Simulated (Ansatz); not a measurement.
# BrFH2Si: the cost of one run

Program: Ansatz 0.2.0 through its Python package. Level of theory: PBE0/def2-SVP. These are calculated values, not measurements.

## 1. The structure

Bond lengths: F1–Si2 1.605 Å, Si2–Br3 2.239 Å, Si2–H4 1.472 Å, Si2–H5 1.490 Å. Angles: F1–Si2–Br3 111.5°, F1–Si2–H4 109.3°, F1–Si2–H5 108.7°, Br3–Si2–H4 111.0°, Br3–Si2–H5 109.8°, H4–Si2–H5 106.4°.

The script holds or builds the structure itself.

## 2. The script

Contents of brfh2si_md.py:

```python
# -*- coding: utf-8 -*-
from dataclasses import dataclass

import ansatz as az
from ase import Atoms
import numpy as np


@dataclass(frozen=True)
class RunConfig:
    basis_set: str = "def2-SVP"
    functional: str = "pbe0"
    n_steps: int = 20
    temperature_k: int = 500


cfg = RunConfig()


def main():
    atoms = Atoms(["F", "Si", "Br", "H", "H"], positions=[
        [-0.2988, -0.2649, 1.5883],
        [0.0877, -0.0997, 0.0388],
        [-1.3142, 1.2947, -1.0112],
        [0.0945, -1.4241, -0.6044],
        [1.4807, 0.4203, -0.0529],
    ])
    mol = az.Crystal.molecule_from_ase(atoms)

    calc = mol.calculation().basis(gaussian=cfg.basis_set).functional(cfg.functional)
    symbols = [site.symbol for site in mol.cartesian_sites]
    start = np.array([site.position_ang for site in mol.cartesian_sites], dtype=float)
    data = calc.relax(force_tolerance=0.02).run().report
    end = np.array(data["positions_ang"])
    minimum = az.Crystal.molecule()
    for symbol, place in zip(symbols, end):
        minimum = minimum.atom(symbol, place.tolist())

    calc = (
        minimum.calculation()
        .basis(gaussian=cfg.basis_set)
        .functional(cfg.functional)
        .md("nve", timestep=0.5, steps=cfg.n_steps, temperature=cfg.temperature_k, initial_velocities="maxwell_boltzmann", seed=84)
    )
    frames = []
    res = calc.session().plan().execute(on_event=lambda e: frames.append(e["data"]) if e["event"] == "md_step" else None)
    print("t (fs)   E_pot (eV)      E_kin (eV)   T (K)   d(0-1) (A)")
    for f in frames[::3]:
        xyz = np.array(f["positions_ang"])
        print(f"{f['time_fs']:6.2f} {f['lagrangian_ev']:14.5f} {f['e_kin_ev']:10.5f} {f['temperature_k']:8.1f} {np.linalg.norm(xyz[0] - xyz[1]):9.4f}")
    kept = np.array([f["conserved_ev"] for f in frames])
    print(f"conserved energy moves by at most {1000 * np.ptp(kept):.3f} meV")
    symbols = [site.symbol for site in mol.cartesian_sites]
    with open("last_frame.xyz", "w") as handle:
        handle.write(f"{len(symbols)}\nt = {frames[-1]['time_fs']} fs\n")
        handle.writelines("{:2s} {:10.5f} {:10.5f} {:10.5f}\n".format(s, *xyz) for s, xyz in zip(symbols, frames[-1]["positions_ang"]))


if __name__ == "__main__":
    main()
```

## 3. The calls as engine input

The engine receives this input (first run):

```yaml
crystal:
  periodic: [false, false, false]
  atoms:
    - { symbol: F, position_ang: [-0.2988, -0.2649, 1.5883] }
    - { symbol: Si, position_ang: [0.0877, -0.0997, 0.0388] }
    - { symbol: Br, position_ang: [-1.3142, 1.2947, -1.0112] }
    - { symbol: H, position_ang: [0.0945, -1.4241, -0.6044] }
    - { symbol: H, position_ang: [1.4807, 0.4203, -0.0529] }
basis:
  gaussian:
    orbitals: def2-SVP
hamiltonian:
  xc: pbe0
relax:
  f_tol: 0.02
```

## 4. Launch

On the command line:

```sh
python brfh2si_md.py
```

What time and memory should one allow on 1 thread of Intel Xeon 6975P-C (Granite Rapids), shared host?

About 32 s, with a peak of 0.23 GiB.
